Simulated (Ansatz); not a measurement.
The same path of a periodic cell of 17 atoms, HC16 (host C, host structure diamond, interstitial H), cell charge +1 was run twice with different band settings. Lost on the way: C9–H17, C12–H17. Made: C8–H17, C15–H17.

Computed with DFT PBE, scalar-relativistic, plane waves, PAW (Ansatz 0.2.0). Settings: cutoff 420 eV, k mesh 3x3x3, fermi-dirac smearing 0.05 eV, no spin polarisation.

Relaxed end points:

```xyz
17
Lattice="0.0000 3.5700 3.5700 3.5700 0.0000 3.5700 3.5700 3.5700 0.0000" Properties=species:S:1:pos:R:3
C 0.045 0.017 0.018
C 0.973 0.905 0.875
C 1.847 1.817 0.022
C 2.737 2.693 0.922
C 1.836 0.006 1.812
C 2.721 0.899 2.700
C 3.612 1.790 1.813
C 4.506 2.675 2.701
C 0.108 1.877 1.745
C 0.941 2.694 2.707
C 1.817 3.571 1.806
C 2.634 4.404 2.768
C 1.818 1.775 3.591
C 2.695 2.664 4.491
C 3.606 3.538 3.638
C 4.495 4.466 4.494
H 3.703 4.381 2.260
```

```xyz
17
Lattice="0.0000 3.5700 3.5700 3.5700 0.0000 3.5700 3.5700 3.5700 0.0000" Properties=species:S:1:pos:R:3
C -0.022 -0.007 -0.045
C 0.867 0.887 0.840
C 1.757 1.798 -0.018
C 2.658 2.688 0.858
C 1.804 -0.013 1.703
C 2.660 0.875 2.631
C 3.542 1.768 1.736
C 4.504 2.586 2.569
C -0.022 1.787 1.740
C 0.866 2.672 2.634
C 1.754 3.566 1.752
C 2.611 4.494 2.640
C 1.757 1.769 3.509
C 2.657 2.645 4.399
C 3.481 3.628 3.611
C 4.443 4.461 4.429
H 3.990 3.651 2.544
```

Common settings: climbing image yes; end points relaxed.

| run | movable images | spring | optimiser | start path | force threshold | iteration limit |
| --- | --- | --- | --- | --- | --- | --- |
| 1 | 5 | 2.0 eV/Å² | fire | straight line | 0.05 eV/Å | 58 |
| 2 | 3 | 5.0 eV/Å² | quadratic models (default) | default | 0.4 eV/Å | 50 |

Question: What does each run give, and how far can it be trusted?

Answer: Run 1: converged after 39 iterations, highest image 0.043 eV above the first end. The profile has 2 maxima (images 2, 5) with wells between them (image 3): this band takes more than one step, which may be the mechanism or a detour left from its start path. By the program's own check the climbing image is of a kind that is not told: the force calls were inconclusive, a negative curvature could not be distinguished from the path's own, the only one lies far off the path, or fixed occupations may fill a level only in part (lowest curvatures found: -2.85 and 0.69 eV/Å²).
Run 2: converged after 7 iterations, highest image 0.051 eV above the first end. The threshold of 0.4 eV/Å is loose, so the images may lie well off the minimum-energy path. The profile has 2 maxima (images 1, 3) with wells between them (image 2): this band takes more than one step, which may be the mechanism or a detour left from its start path. The order of the stationary point at the top wasn't checked.
Limits of this set-up: charged cell in a uniform background, uncorrected.
